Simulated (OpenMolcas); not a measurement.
**Re⁵⁺ among point charges: CASSCF and CASPT2 levels and susceptibility**

Aim: the splitting of the states of Re⁵⁺ in the field of 4 point charges, its lowest levels with spin-orbit coupling and its magnetic susceptibility.

Method: state-averaged CASSCF and CASPT2, spin-orbit coupling by RASSI with atomic mean-field integrals. Code: OpenMolcas 26.06.

## 1. Starting point

- Species: Re⁵⁺ (rhenium, Z = 75, 70 electrons)
- Basis: ANO-RCC-VTZP [8s7p5d3f2g1h], 104 functions
- Scalar Hamiltonian: DKH2, point nucleus
- Inactive shells: 1s 2s 2p 3s 3p 3d 4s 4p 4d 4f 5s 5p
- Active space: 2 electrons in 5 orbitals (5d)
- Some configurations of this space: 5d²
- Orbitals: optimised for each spin and parity, averaged over all roots

Outer shells as boxes (Hund's rule):

5d2
```
5d [↑ ][↑ ][  ][  ][  ]
```

The ion sits among 4 point charges of -1.5 e arranged as a tetrahedron (Td), 1.87 Å from the ion.

The work runs as a chain of OpenMolcas steps in one folder; each step below is one input file. Labels, J, g values, rates, χT and fits are worked out afterwards by a script from the matrices that RASSI stores.

## 2. GATEWAY and SEWARD: basis and integrals

The input, a.inp:

```
&GATEWAY
Coord
1

Re 0.0 0.0 0.0
Basis=ANO-RCC-VTZP
Group=NoSym
NoMove
AngMom=0.0 0.0 0.0
AMFI
XField
4 Angstrom 0
1.079645 1.079645 1.079645 -1.500000
1.079645 -1.079645 -1.079645 -1.500000
-1.079645 1.079645 -1.079645 -1.500000
-1.079645 -1.079645 1.079645 -1.500000
&SEWARD
```

## 3. Reference wave functions, triplets, 10 roots

The input, a.inp:

```
&RASSCF
FileOrb=start.orb
Symmetry=1
Spin=3
nActEl=2 0 0
Inactive=34
Ras2=5
CIRoot=10 10 1
SDav=10
CIMx=300
Iter=120 100
PrWF=0.3
OrbListing=Nothing
MaxOrb=0
>>> COPY $Project.JobIph JOB001
```

start.orb holds the contracted functions of the basis, ordered by shell, or the orbitals of the step before.

## 4. CASSCF: singlets, 15 roots

The input, a.inp:

```
&RASSCF
FileOrb=start.orb
Symmetry=1
Spin=1
nActEl=2 0 0
Inactive=34
Ras2=5
CIRoot=15 15 1
SDav=15
CIMx=300
Iter=120 100
PrWF=0.3
OrbListing=Nothing
MaxOrb=0
>>> COPY $Project.JobIph JOB002
```

## 5. State interaction with spin-orbit coupling

The input, a.inp:

```
&RASSI
NrOfJobIphs=2 10 15
1 2 3 4 5 6 7 8 9 10
1 2 3 4 5 6 7 8 9 10 11 12 13 14 15
IphNames
JOB001
JOB002
EJob
SpinOrbit
DIPRint=1.0
SOCoupling=1000.0
Subsets=2
Property=9
'ANGMOM' 1 'ANGMOM' 2 'ANGMOM' 3 'MLTPL  1' 1 'MLTPL  1' 2 'MLTPL  1' 3
'AMFI' 1 'AMFI' 2 'AMFI' 3
SOProperty=3
'ANGMOM' 1 'ANGMOM' 2 'ANGMOM' 3
```

## 6. CASPT2: IPEA 0.25, imaginary shift 0.1 (closed shells correlated: 4f 5s 5p)

The input, a.inp:

```
>>> COPY JOB001 $Project.JobIph
&CASPT2
Multistate=10 1 2 3 4 5 6 7 8 9 10
NoMult
Frozen=23
IPEA=0.25
Imaginary=0.1
MaxIter=60
WThr=0.0 0.3 0.05
PrWF=0.5
NoMix
>>> COPY JOB002 $Project.JobIph
&CASPT2
Multistate=15 1 2 3 4 5 6 7 8 9 10 11 12 13 14 15
NoMult
Frozen=23
IPEA=0.25
Imaginary=0.1
MaxIter=60
WThr=0.0 0.3 0.05
PrWF=0.5
NoMix
```

(Steps that only read results are left out.)

**Question.** What will these runs give? Wanted: spin-free ground state; first state of the same spin within the active space; lowest level; next level.

The runs gave:

| quantity | value |
| --- | --- |
| method | SS-CASPT2, IPEA 0.25, imaginary shift 0.1 (closed shells correlated: 4f 5s 5p) |
| spin-free ground state | 3A2, 1-fold in its orbital part |
| first state of the same spin within the active space | 3T2 at 3690 cm⁻¹ |
| lowest level | 3-fold T2 |
| next level | 1734.0 cm⁻¹ |
| χT at 300 K | 0.10 cm³ K/mol |
| effective moment at 300 K | 0.91 μB |

Cost by method:

```
                                                 method  time of its own steps  time with the reference
                                              A. CASSCF                   25 s                     25 s
B. SS-CASPT2, IPEA 0.25, imaginary shift 0.1, +4f 5s 5p                   60 s                     84 s
```

Times are of one thread on a shared host.

**Reading.** The spin-free ground state (3A2) comes to 100 % from free-ion F terms and keeps the highest spin of the shell. χT at 300 K is 0.10, against 1.00 cm³ K/mol for the spin alone, so spin-orbit coupling lowers it. CASPT2 does not keep the components of a term degenerate, and the means are used. The field of point charges can differ much from that of real complexes. This is an electrostatic model: the charges have no orbitals.
